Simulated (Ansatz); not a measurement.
# TiH (doublet): the correlation ladder at distance Ti1–H2 = 6.111 Å, def2-TZVP

Aim: climb from Hartree-Fock through coupled cluster and multireference methods for TiH (doublet) at one geometry and basis, and see what each rung misses.

The runs use Ansatz 0.2.0, Gaussian basis; def2-TZVP, core rule «outside noble gas», up to 9 orbitals frozen.

To be run: UHF; CCSD(T) on natural orbitals of UHF; CCSD(T) on UHF; CISD as a restricted active space (open shells left free, so some higher excitations enter); CCSDT(Q) on natural orbitals of UHF; CCSDT(Q) on UHF; CASSCF and MRCISD+Q, 3 electrons in 3 orbitals; CASSCF and NEVPT2, 3 electrons in 3 orbitals; Full CI.

50 further runs of the same task are left out: 33 for a known fault of the program, 10 that didn't finish, 7 set aside as unsound or not needed. Runs told in other sessions of the task aren't counted.

**1. What is computed**

The geometry derives from a PBE0/def2-TZVP stationary point (not a proven minimum). One bond is set to the value named and the two fragments are kept rigid.

2 atoms, charge 0, spin multiplicity 2.

Atoms are counted from 1 here; the program's logs count them from 0.

No contacts short enough for the rule that draws bonds.

**2. UHF**

The input, in.yaml:

```yaml
crystal:
  periodic: [false, false, false]
  atoms:
    - {symbol: Ti, position_ang: [0.000000, 0.000000, 0.000000]}
    - {symbol: H, position_ang: [0.000000, 0.000000, 6.111000]}
basis:
  gaussian: {orbitals: def2-TZVP}
magnetization: {spin_polarized: true, initial_magnetization: 1}
hamiltonian: {xc: hf}
output: {orbitals: {seedname: orbitals}}
```

Started as:

```
> ansatz run in.yaml --threads 1 --pin off --events-out ev --progress --plain --max-ram 2393MiB
```

Further steps of the session: CCSD(T) on natural orbitals of UHF; CCSD(T) on UHF; CISD as a restricted active space (open shells left free, so some higher excitations enter); CCSDT(Q) on natural orbitals of UHF; CCSDT(Q) on UHF; CASSCF and MRCISD+Q, 3 electrons in 3 orbitals; CASSCF and NEVPT2, 3 electrons in 3 orbitals; Full CI.

Q: Predict the results of all the runs planned. Wanted: FCI from the RHF energy; RMP2 from FCI; RCCSD from FCI; RCCSD(T) from FCI; RCCSDT(Q) from FCI; NEVPT2 pair from FCI; MRCISD+Q pair from FCI; T1 diagnostic; effectively unpaired electrons.

As calculated:

| quantity | value |
| --- | --- |
| FCI from the ROHF energy | -3.5579 eV |
| RMP2 from FCI | -741.8 kJ/mol |
| RCCSD from FCI | -0.3 kJ/mol |
| RCCSD(T) from FCI | -9.7 kJ/mol |
| RCCSDT(Q) from FCI | -6.1 kJ/mol |
| NEVPT2 pair from FCI | +35.7 kJ/mol |
| MRCISD+Q pair from FCI | -9.0 kJ/mol |
| levels within 1 kcal/mol (43 meV) | RCCSD, MRCISD pair |
| T1 diagnostic | 0.447 |
| effectively unpaired electrons | 3.09 |

What this shows: RCCSD(T) misses by -9.7 kJ/mol, 2.8 % of the correlation energy. RMP2, RCCSD, RCCSD(T), RCCSDT, RCCSDT(Q), MRCISD+Q pair fall below full CI, which methods that aren't variational can do. With 3.1 effectively unpaired electrons against 1 the state is strongly multireference. Coupled cluster on one determinant still stays close here. Of the multireference levels listed MRCISD+Q pair comes nearest in total energy (-9.0 kJ/mol), which doesn't show that its space is the better one. Coupled cluster took another determinant than the lowest Hartree-Fock one. These misses are within one basis, not against nature.

With open shells the CI space here admits some higher excitations, so it is larger than plain CISD.
